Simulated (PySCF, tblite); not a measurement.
# C6H11ClGaN: geometry, infrared bands and NMR shifts

What infrared bands and NMR shifts should C6H11ClGaN (`C=[CH][Ga@-]([NH3+])([Cl])[C]#CCC`) show?

Computed with tblite 0.8.0 and PySCF 2.14.0, with density-fitted response routines of our own, on a single molecule in the gas phase. Atoms count from 0, in the outputs and in this text.

## 1. The molecule as given

20 atoms, charge 0, multiplicity 1; geometry from: force field or distance geometry start.

Bonds of the start (Å): C0–C1 1.33, C1–Ga2 1.97, Ga2–N3 1.93, Ga2–Cl4 2.20, Ga2–C5 1.93, C5–C6 1.21, C6–C7 1.47, C7–C8 1.52, C0–H9 1.08, C0–H10 1.09, C1–H11 1.09, N3–H12 1.03, N3–H13 1.04, N3–H14 1.05, C7–H15 1.11, C7–H16 1.11, C8–H17 1.10, C8–H18 1.11, C8–H19 1.12.

## 2. Relaxing the molecule with GFN2-xTB

What the job is given:

```
{"job": {"kind": "relax", "xc": "GFN2-xTB", "basis": "xTB"}, "charge": 0, "multiplicity": 1}
C     -2.379900     0.313700     1.683200
C     -2.524200    -0.656400     0.778900
Ga    -1.550700    -0.599700    -0.937000
N     -2.096500     0.970200    -1.914900
Cl    -2.040300    -2.395200    -2.111000
C      0.351100    -0.526500    -0.612900
C      1.542400    -0.475700    -0.403800
C      2.990300    -0.415700    -0.137600
C      3.263300     0.223700     1.210800
H     -1.754800     1.170400     1.487600
H     -2.924800     0.262900     2.625800
H     -3.163100    -1.514100     1.002800
H     -1.629600     0.983400    -2.828100
H     -1.826300     1.818800    -1.374200
H     -3.133800     0.963000    -2.044600
H      3.394300    -1.450000    -0.140200
H      3.474200     0.174000    -0.941400
H      4.352400     0.257200     1.388300
H      2.784300    -0.359600     2.030100
H      2.866400     1.266400     1.235300
```

Launch:

```bash
$ OMP_NUM_THREADS=1 python probes_run.py task.json out
```

One launch serves the whole session: the jobs run in the order shown.

**Question.** This job is followed by: GFN2-xTB harmonic vibrations, gas phase; GIAO PBE0/pcSseg-1 NMR shielding, non-relativistic, gas phase. What will the session give for the following? strongest single infrared mode (GFN2-xTB); zero-point energy (GFN2-xTB); 13C shifts against TMS (PBE0/pcSseg-1); 1H shifts against TMS (PBE0/pcSseg-1, means over atoms taken as alike); 15N shifts against NH3 (PBE0/pcSseg-1); 35Cl shifts against HCl (PBE0/pcSseg-1); shieldings of Ga (PBE0/pcSseg-1).

The runs gave:

```
                                                              quantity                                         value
                             strongest single infrared mode (GFN2-xTB)                         1196 cm⁻¹, 264 km/mol
                                          zero-point energy (GFN2-xTB)                                 94.4 kcal/mol
                                13C shifts against TMS (PBE0/pcSseg-1)     152.5, 143.6, 116.3, 92.0, 17.8, 17.0 ppm
1H shifts against TMS (PBE0/pcSseg-1, means over atoms taken as alike)  6.78, 6.68, 6.36, 2.38, 2.31, 1.85, 1.21 ppm
                                15N shifts against NH3 (PBE0/pcSseg-1)                                      42.3 ppm
                               35Cl shifts against HCl (PBE0/pcSseg-1)                                       -48 ppm
                                      shieldings of Ga (PBE0/pcSseg-1)                                Ga2 1489.4 ppm
```

Over 132 steps the energy fell by 0.585 eV; of the close pairs, Ga2–N3 changed most, 1.928 to 2.256 Å. The lowest mode is slightly imaginary (4i cm⁻¹), a soft motion within the noise of the Hessian, so the minimum is not strictly shown. The strongest single mode, at 1196 cm⁻¹, moves mainly H12, H14 and H13. Unscaled tight-binding wavenumbers are off by several per cent, some by more. Its intensities can rank the bands wrongly. C1 (alkene CH) lies farthest downfield among carbon, at 152.5 ppm; as expected for a trigonal carbon in a double bond. The most deshielded hydrogen is H11 (hydrogen on an alkene CH), at 6.78 ppm: olefinic region. At PBE0/pcSseg-1: Shielding is most anisotropic at Ga2 (span 348 ppm, paramagnetic term -1151 ppm). Spin-orbit coupling is left out, which matters for shieldings and couplings at and beside the heavy atoms.
